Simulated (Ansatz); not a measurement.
Consider a ladder of basis sets of BClH2Se, SMILES ClB[SeH] (Ansatz's Python interface).

`basis.py`
```python
import logging
import sys

import ansatz

logging.basicConfig(stream=sys.stdout, format="%(name)s: %(message)s")
log = logging.getLogger("bclh2se")
log.setLevel(logging.INFO)

geometry = (
    ansatz.Crystal.molecule()
    .atom("Cl", (-2.0099, -0.1438, 0.3269))
    .atom("B", (-0.3428, -0.45, -0.2501))
    .atom("Se", (0.9086, 1.0728, -0.5812))
    .atom("H", (0.089, -1.5513, -0.4158))
    .atom("H", (1.405, 0.9987, 0.8788))
)

base = geometry.calculation().functional("hf")

energies = {}
for basis in ["def2-SVP", "def2-SVPD", "def2-TZVP", "def2-TZVPP"]:
    summary = base.basis(gaussian=basis).run(threads=1).report
    size = summary["n_frozen"] + summary["n_occupied"][0] + summary["n_virtual"][0]
    energies[basis] = (summary["reference_energy_ev"] / 27.211386246, summary["free_energy_ev"] / 27.211386246)
    log.info(f"{basis:14s} {size:4d} orbitals  reference {energies[basis][0]:14.6f} Ha  total {energies[basis][1]:14.6f} Ha")

last = energies["def2-TZVPP"][1]
for basis, (_, total) in energies.items():
    log.info(f"{basis:14s} lies {27.211386 * (total - last):9.4f} eV above def2-TZVPP")
```

How far does the total energy move along this ladder of basis sets?

Against def2-SVP: def2-SVPD -9.7 mHa, def2-TZVP -480.9 mHa and def2-TZVPP -481.6 mHa. The last step alone is -0.68 mHa (these two sets differ little on atoms other than hydrogen). From the first set to the last the time grows from 0.6 to 1.8 s.

The output:

`python basis.py` gives:
```text
bclh2se: def2-SVP         74 orbitals  reference   -2884.764918 Ha  total   -2884.764918 Ha
bclh2se: def2-SVPD       104 orbitals  reference   -2884.774654 Ha  total   -2884.774654 Ha
bclh2se: def2-TZVP       128 orbitals  reference   -2885.245806 Ha  total   -2885.245806 Ha
bclh2se: def2-TZVPP      149 orbitals  reference   -2885.246491 Ha  total   -2885.246491 Ha
bclh2se: def2-SVP       lies   13.1043 eV above def2-TZVPP
bclh2se: def2-SVPD      lies   12.8393 eV above def2-TZVPP
bclh2se: def2-TZVP      lies    0.0186 eV above def2-TZVPP
bclh2se: def2-TZVPP     lies    0.0000 eV above def2-TZVPP
```

What to keep in mind:
- The drop along the ladder measures the basis error, and is no property of the molecule.
- The geometry is a force-field or estimated start, not a minimum of this method, and the last set is no limit. Much of the fall in a total is atomic energy, which cancels in bond and reaction energies.
- Hardware and time: 5.3 s on 1 thread of Intel(R) Xeon(R) Processor @ 2.30GHz, with other jobs on the host, peak memory 0.4 GiB.
